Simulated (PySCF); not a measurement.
# SeF⁺ (triplet): the SCF solver's settings

The same problem is solved with other solver options, one edit a run.

The runs use PySCF 2.14.0; each script names its method and basis.

3 further runs of the same task are left out: 3 that didn't finish.

## 1. The system as given

SeF⁺ (triplet): 2 atoms, charge 1, spin multiplicity 3.

Bond lengths: Se1–F2 1.830 Å.

## 2. Base script

File input.py:

```python
from pyscf import gto, dft
from pyscf.prop.polarizability import uhf as pol

mol = gto.M(
    atom='Se 0 0 0; F 0 0 1.83',
    basis='pcseg-1',
    charge=1,
    spin=2,
    symmetry=True,
    verbose=4,
)
mf = dft.UKS(mol, xc='o3lyp')
mf.kernel()
print('polarizability (a.u.)')
print(pol.Polarizability(mf).polarizability().round(4))
mf.dip_moment()
print('orbital energies (hartree):', [e[max(0, n-3):n+3].round(4) for e, n in zip(mf.mo_energy, mol.nelec)])
```

Launch:

```
> OMP_NUM_THREADS=1 python input.py
```

Its log is not repeated here.

Base result: E(SCF) = -2501.159584 Eh, 11 cycles, ⟨S²⟩ = 2.004, α(xx, yy, zz) = 12.7, 12.7, 24.6 bohr³.

The bond length is a typed value, not an optimised one. The dipole of an ion depends on the origin. The triplet is typed in the script; nothing here shows that it is the ground state.

## 3. Convergence threshold 1e-13 hartree

Run 1 changes convergence threshold: default → 1e-13 hartree.

File input.py:

```python
from pyscf import gto, dft
from pyscf.prop.polarizability import uhf as pol

mol = gto.M(
    atom='Se 0 0 0; F 0 0 1.83',
    basis='pcseg-1',
    charge=1,
    spin=2,
    symmetry=True,
    verbose=4,
)
mf = dft.UKS(mol, xc='o3lyp')
mf.conv_tol = 1e-13
mf.kernel()
print('polarizability (a.u.)')
print(pol.Polarizability(mf).polarizability().round(4))
mf.dip_moment()
print('orbital energies (hartree):', [e[max(0, n-3):n+3].round(4) for e, n in zip(mf.mo_energy, mol.nelec)])
```

Launch:

```
> OMP_NUM_THREADS=1 python input.py
```

## 4. Smearing width 0.001 hartree

Run 2 changes smearing width: none → 0.001 hartree; step after the SCF: polarizability → none.

File input.py:

```python
from pyscf import gto, dft, scf

mol = gto.M(
    atom='Se 0 0 0; F 0 0 1.83',
    basis='pcseg-1',
    charge=1,
    spin=2,
    symmetry=True,
    verbose=4,
)
mf = dft.UKS(mol, xc='o3lyp')
mf = scf.addons.smearing_(mf, sigma=0.001, method='fermi')
mf.kernel()
mf.dip_moment()
print('orbital energies (hartree):', [e[max(0, n-3):n+3].round(4) for e, n in zip(mf.mo_energy, mol.nelec)])
```

## 5. Level shift 0.3 hartree

Run 3 changes level shift: none → 0.3 hartree.

Edit input.py of step 2 so:

```diff
@@ -12,2 +12,3 @@
 mf = dft.UKS(mol, xc='o3lyp')
+mf.level_shift = 0.3
 mf.kernel()
```

## 6. DIIS space 12

Run 4 changes DIIS space: default → 12.

Edit input.py of step 2 so:

```diff
@@ -12,2 +12,3 @@
 mf = dft.UKS(mol, xc='o3lyp')
+mf.diis_space = 12
 mf.kernel()
```

Q: Predict the outcome of this session. Wanted: for each run, E(SCF); from base; gap, α spin.

The runs gave:

```tsv
run	E(SCF) (hartree)	from base (eV)	cycles	gap, α spin (eV)
base	-2501.159584	0	11	4.73
convergence threshold 1e-13 hartree	-2501.159584	0.0000	41	4.73
smearing width 0.001 hartree	-2501.100047	not comparable	12	n/a
level shift 0.3 hartree	-2501.159584	0.0000	19	4.73
DIIS space 12	-2501.159584	0.0000	11	4.73
```

Distance from each run's final energy (log10 hartree) by cycle:

```tsv
run	cycle 1	cycle 2	cycle 3	cycle 5	cycle 8	cycle 12
base	-1.0	0.3	-2.5	-5.2	-7.7	done
convergence threshold 1e-13 hartree	-1.0	0.3	-2.5	-5.2	-7.7	< -11
smearing width 0.001 hartree	-1.0	0.4	-1.7	-3.8	-9.4	< -11
level shift 0.3 hartree	-1.1	-1.0	-1.9	-3.6	-4.8	-6.5
DIIS space 12	-1.0	0.3	-2.5	-5.2	-7.7	done
```

**Reading.** No change of the SCF energy comes from convergence threshold 1e-13 hartree or level shift 0.3 hartree or DIIS space 12. The base needs 11 cycles and the run with level shift 0.3 hartree needs 19.
